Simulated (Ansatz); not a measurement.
# CH6GeOSi: one species, many methods

An exercise on one series of results from a longer session: the logs are not shown, and one member is left open.

Method: functionals in def2-TZVPP, the program's frozen cores in correlated methods; program: Ansatz 0.2.0, Gaussian basis.

The runs, in order: PBE-D4, r2SCAN-D4, PBE0-D4, B3LYP-D4, ωB97X-V, ωB97M-V, B2PLYP; CCSD(T)/def2-TZVPP; MP2/def2-QZVPP; extrapolation to the limit.

## Structure used throughout

An earlier PBE0-D4 in a triple-zeta def2 set relaxation fixed the geometry.

SMILES `[GeH3][SiH]1CO1`, 10 atoms, charge 0, spin multiplicity 1.

Atoms are counted from 1 here; the program's logs count them from 0.

Bond lengths: Ge1–Si2 2.368 Å, Ge1–H5 1.537 Å, Ge1–H6 1.535 Å, Ge1–H7 1.538 Å, Si2–C3 1.813 Å, Si2–O4 1.672 Å, Si2–H8 1.485 Å, C3–O4 1.464 Å, C3–H9 1.088 Å, C3–H10 1.088 Å. Angles: Si2–Ge1–H5 110.7°, Si2–Ge1–H6 109.3°, Si2–Ge1–H7 109.8°, H5–Ge1–H6 109.3°, H5–Ge1–H7 108.4°, H6–Ge1–H7 109.3°, Ge1–Si2–C3 122.1°, Ge1–Si2–O4 116.5°, Ge1–Si2–H8 116.0°, C3–Si2–O4 49.5°, C3–Si2–H8 119.4°, O4–Si2–H8 115.3°, Si2–C3–O4 60.2°, Si2–C3–H9 121.3°, Si2–C3–H10 121.9°, O4–C3–H9 113.1°, O4–C3–H10 113.3°, H9–C3–H10 113.9° and more.

The first run:

Input file in.yaml:

```yaml
crystal:
  periodic: [false, false, false]
  atoms:
    - {symbol: Ge, position_ang: [-1.302272, 1.238168, -0.252656]}
    - {symbol: Si, position_ang: [0.610758, -0.132407, -0.520173]}
    - {symbol: C, position_ang: [1.168821, -1.272206, 0.773961]}
    - {symbol: O, position_ang: [0.378956, -1.779202, -0.349746]}
    - {symbol: H, position_ang: [-2.199092, 1.169080, -1.498625]}
    - {symbol: H, position_ang: [-2.097571, 0.765028, 0.971759]}
    - {symbol: H, position_ang: [-0.872377, 2.699671, -0.044578]}
    - {symbol: H, position_ang: [1.553364, 0.268639, -1.594835]}
    - {symbol: H, position_ang: [2.187021, -1.656439, 0.787565]}
    - {symbol: H, position_ang: [0.655592, -1.351434, 1.730229]}
basis:
  gaussian: {orbitals: def2-TZVPP}
hamiltonian: {xc: pbe, dispersion: d4}
output: {forces: true, orbitals: {seedname: orbitals}}
```

Launch:

```bash
$ ansatz run in.yaml --threads 4 --pin off --events-out ev --progress --plain --max-ram 10444MiB
```

Steps of the session up to this table: PBE-D4 (GGA); r2SCAN-D4 (meta-GGA); PBE0-D4 (hybrid); B3LYP-D4 (hybrid); ωB97X-V (range-separated); ωB97M-V (range-separated); B2PLYP (double hybrid); CCSD(T) in def2-TZVPP; MP2 in def2-QZVPP.

One table of the session follows, with a row left open; its other results are not shown here.

| method | atomisation energy (eV) |
| --- | --- |
| PBE-D4 | 33.903 |
| r2SCAN-D4 | 33.715 |
| PBE0-D4 | 33.344 |
| B3LYP-D4 | 33.379 |
| ωB97X-V | 33.787 |
| ωB97M-V | 33.499 |
| B2PLYP | 33.061 |
| HF/def2-TZVPP | 23.748 |
| MP2/def2-TZVPP | 33.040 |
| CCSD/def2-TZVPP | 32.277 |
| CCSD(T)/def2-TZVPP | ? |
| MP2/CBS | 33.897 |
| CCSD(T)/CBS | 33.655 |

**Question.** Estimate the row for CCSD(T)/def2-TZVPP.

The run gave: atomisation energy (eV): 32.798. In the column «atomisation energy (eV)» it lies between CCSD/def2-TZVPP (32.277) and MP2/def2-TZVPP (33.040).

Limits of these values: Free atoms (1 Ge, 1 Si, 1 C, 1 O, 6 H) were run apart at each level; the atomisation energy is their sum less the molecule, without zero-point or spin-orbit terms.
